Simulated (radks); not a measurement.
# Fractional charge and spin in the 5p shell of iridium

The task here is to estimate one member of a computed series from the others.

Method: scalar-relativistic Kohn-Sham, LDA (Slater exchange, Perdew-Wang correlation), spin-polarised, spherical densities, point nucleus. Code: radks (a radial shooting solver on a logarithmic mesh, Libxc functionals) version 1.

## The atom as given

- element: iridium (Z = 77)
- configuration: [Kr] 4d10 4f14 5s2 5d(up 3, down 3) 5p(up 3, down 3)

A shell typed twice in an input gives spin up, then spin down.

The first run:

The run's settings:

```text
Z 77
configuration [Kr] 4d10 4f14 5s2 5d3 5d3 5p3 5p3
relativity scalar-relativistic
functional lda,pw
spin polarised
nucleus point
c 137.035999084
```

Among the steps run: 5p: up 3, down 3.

One table of the session follows, with a row left open; its other results are not shown here.

It belongs to the step «5p: up 3, down 3». From the orbitals of this run (lengths in bohr):

```
level     <r>  outermost maximum (interpolated)  90 % within  nodes
   3d       ?                                 ?            ?      ?
   4s  0.4235                             0.397        0.608      3
   4p  0.4508                             0.418        0.655      2
   4d  0.4786                             0.426        0.716      1
   5s  0.9744                             0.889         1.39      4
   4f  0.5347                             0.394        0.868      0
   5p   1.124                              1.00         1.63      3
   5d   1.546                              1.27         2.34      2
```

Q: Estimate the row for 3d from the others.

**Answer.** <r>: 0.1733; outermost maximum (interpolated): 0.142; 90 % within: 0.269; nodes: 0. In the column «<r>» it is the lowest.
